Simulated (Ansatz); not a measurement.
# LuSe: stress in a strained cell

Aim: deform LuSe (equal xy, yz and zx engineering shear strains of +2 %) and compute stress, forces and field gradients with LAPW, PAW and all-electron datasets made for the crystal.

Method: DFT PBEsol, scalar-relativistic, in Ansatz 0.2.0.

## (1) Starting point

It takes space group Fm-3m (No. 225, cubic). The conventional cell has a = 5.576 Å, b = 5.576 Å, c = 5.576 Å, α = 90.00°, β = 90.00°, γ = 90.00°. Lu (site symmetry m-3m) is surrounded by 6 Se at 2.79 Å. Se (site symmetry m-3m) has 6 Lu at 2.79 Å as nearest neighbours.

As a file:

```
CELL_PARAMETERS angstrom
0.00000 2.78800 2.78800
2.78800 0.00000 2.78800
2.78800 2.78800 0.00000
ATOMIC_POSITIONS crystal
Lu 0.00000 0.00000 0.00000
Se 0.50000 0.50000 0.50000
```

Atoms are numbered in the order of the input: Lu1, Se2.

## (2) After the deformation

Space group Fm-3m before, R-3m after.

## (3) All-electron LAPW

The input, input.yaml:

```yaml
crystal:
  lattice:
    - [0.05576, 2.81588, 2.81588]
    - [2.81588, 0.05576, 2.81588]
    - [2.81588, 2.81588, 0.05576]
  atoms:
    - { symbol: Lu, position: [0.0, 0.0, 0.0] }
    - { symbol: Se, position: [0.5, 0.5, 0.5] }
kpoints:
  mp_grid: { grid: [9, 9, 9] }
  band_path:
    path:
      - [0.0, 0.0, 0.0]
      - [0.5, 0.5, 0.5]
      - [0.2451701269, 0.5, 0.7548298731]
      - [-0.2451701269, 0.2451701269, 0.5]
      - [0.0, 0.0, 0.5]
      - [0.0, 0.0, 0.0]
      - [-0.3725850634, 0.0, 0.3725850634]
      - [0.0, 0.3725850634, 0.6274149366]
      - [0.0, 0.5, 0.5]
    npoints: 5
scf:
  occupations: { method: fermi_dirac, width: 0.02 }
hamiltonian:
  xc: pbesol
  pseudopotentials: { kind: all_electron, lapw: { basis_error: 0.001 } }
output:
  forces: true
  stress: true
  eigenvalues: true
```

Run with:

```console
$ ansatz run input.yaml --threads 1 --pin off --max-ram 3072MiB --backend cpu --events-out ev --progress --plain --runs-dir out
```

## (4) Frozen-core PAW

The input, input.yaml:

```yaml
crystal:
  lattice:
    - [0.05576, 2.81588, 2.81588]
    - [2.81588, 0.05576, 2.81588]
    - [2.81588, 2.81588, 0.05576]
  atoms:
    - { symbol: Lu, position: [0.0, 0.0, 0.0] }
    - { symbol: Se, position: [0.5, 0.5, 0.5] }
kpoints:
  mp_grid: { grid: [9, 9, 9] }
scf:
  occupations: { method: fermi_dirac, width: 0.02 }
hamiltonian:
  xc: pbesol
  pseudopotentials: { kind: paw }
output:
  forces: true
  stress: true
  eigenvalues: true
  efg: { contact_densities: true }
```

## (5) Datasets made for this crystal

Edit input.yaml of step 4 so:

```diff
@@ -14,3 +14,3 @@
   xc: pbesol
-  pseudopotentials: { kind: paw }
+  pseudopotentials: { kind: all_electron, datasets: crystal }
 output:
```

(Steps that only read results are left out.)

Q: Predict the outcome of this session. Wanted: pressure; largest shear or deviatoric stress.

The runs gave:

```
                                 quantity                                              value
                                 pressure  LAPW -1.15, PAW -1.16, crystal datasets -1.15 GPa
largest shear or deviatoric stress (LAPW)                                           0.01 GPa
```

What this shows: The largest part of the stress beyond the pressure is 0.01 GPa in size; the atoms are carried along and not relaxed. No run of the undeformed cell stands beside it, so the pressure holds what the given cell had before the change. PAW: stress within 0.01 GPa of LAPW. Crystal datasets: stress within 0.01 GPa of LAPW. Spin-orbit coupling is left out, though the cell holds Lu; in elements this heavy it can shift bands and gaps by tenths of an eV.
